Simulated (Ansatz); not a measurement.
# Ba3Ti4VO12: the cost of one run

Method: DFT, PBE, plane-wave PAW, default files, scalar-relativistic, as far as a step names no other, in Ansatz 0.2.0.

### 1 Starting point

It takes space group Fmm2 (No. 42, orthorhombic). The conventional cell has a = 8.012 Å, b = 11.331 Å, c = 11.331 Å, α = 90.00°, β = 90.00°, γ = 90.00°. V (site symmetry mm2) has 12 O at 2.71 to 2.95 Å as nearest neighbours. Around Ba (site symmetry mm2) lie 12 O at 2.83 Å. Around Ba (site symmetry m) lie 12 O at 2.83 Å. Around Ti (site symmetry m) lie 6 O at 2.00 Å. Ti (site symmetry 2) has 6 O at 2.00 Å as nearest neighbours. Around O (site symmetry 1) lie 2 Ti at 2.00 Å and 3 Ba at 2.83 Å and 1 V at 2.89 Å. O (site symmetry 1) is surrounded by 2 Ti at 2.00 Å and 1 V at 2.77 Å and 3 Ba at 2.83 Å. Around O (site symmetry mm2) lie 2 Ti at 2.00 Å and 3 Ba at 2.83 Å. Only part of the 10 independent sites is listed.

Coordinates:

```xyz
20
Lattice="-4.0060 4.0060 4.0060 4.0060 -4.0060 4.0060 4.0060 4.0060 -4.0060" Properties=species:S:1:pos:R:3 pbc="T T T"
V     2.0879    2.0879    2.0030
Ba    2.0030    2.0030   -2.0030
Ba    2.0030   -2.0030    2.0030
Ba   -2.0030    2.0030    2.0030
Ti    0.0000    0.0000    0.0000
Ti    0.0000    0.0000    4.0060
Ti    0.0000    4.0060    0.0000
Ti    4.0060    0.0000    0.0000
O     2.0030    0.0000    0.0000
O     2.0030    0.0000    4.0060
O     2.0030    4.0060    0.0000
O     6.0090    0.0000    0.0000
O     0.0000    2.0030    0.0000
O     0.0000    2.0030    4.0060
O     0.0000    6.0090    0.0000
O     4.0060    2.0030    0.0000
O     0.0000    0.0000    2.0030
O     0.0000    0.0000    6.0090
O     0.0000    4.0060    2.0030
O     4.0060    0.0000    2.0030
```

Atom 1 of the input is the impurity.

### 2 Relaxing the atoms in the given cell

File input.yaml:

```yaml
crystal:
  lattice:
    - [-4.006, 4.006, 4.006]
    - [4.006, -4.006, 4.006]
    - [4.006, 4.006, -4.006]
  atoms:
    - { symbol: V, position: [0.5105907156, 0.5105907156, 0.5211814313], spin: 2.0 }
    - { symbol: Ba, position: [0.0, 0.0, 0.5] }
    - { symbol: Ba, position: [0.0, 0.5, 0.0] }
    - { symbol: Ba, position: [0.5, 0.0, 0.0] }
    - { symbol: Ti, position: [0.0, 0.0, 0.0] }
    - { symbol: Ti, position: [0.5, 0.5, 0.0] }
    - { symbol: Ti, position: [0.5, 0.0, 0.5] }
    - { symbol: Ti, position: [0.0, 0.5, 0.5] }
    - { symbol: O, position: [0.0, 0.25, 0.25] }
    - { symbol: O, position: [0.5, 0.75, 0.25] }
    - { symbol: O, position: [0.5, 0.25, 0.75] }
    - { symbol: O, position: [0.0, 0.75, 0.75] }
    - { symbol: O, position: [0.25, 0.0, 0.25] }
    - { symbol: O, position: [0.75, 0.5, 0.25] }
    - { symbol: O, position: [0.75, 0.0, 0.75] }
    - { symbol: O, position: [0.25, 0.5, 0.75] }
    - { symbol: O, position: [0.25, 0.25, 0.0] }
    - { symbol: O, position: [0.75, 0.75, 0.0] }
    - { symbol: O, position: [0.75, 0.25, 0.5] }
    - { symbol: O, position: [0.25, 0.75, 0.5] }
magnetization:
  spin_polarized: true
total_charge: 1
kpoints:
  mp_grid: { grid: [3, 3, 3] }
scf:
  occupations: { method: fermi_dirac, width: 0.01 }
hamiltonian:
  xc: pbe
  pseudopotentials: { kind: paw }
output:
  forces: true
  stress: true
  populations: true
  efg:
    quadrupole_moments_barn: { V: -0.052, Ba: 0.236, Ti: 0.247, O: -0.02558 }
    contact_densities: true
  write_density: true
  write_potential: true
  elf: true
  volumetric_format: npy
relax:
  f_tol: 0.03
  max_steps: 40
```

On the command line:

```console
ansatz run input.yaml --threads 1 --pin off --max-ram 3072MiB --backend cpu --events-out ev --progress --plain --runs-dir out
```

Q: Estimate wall time and peak memory on 1 thread of Arm Neoverse V1, shared host.

About 16 min, with a peak of 0.97 GiB.
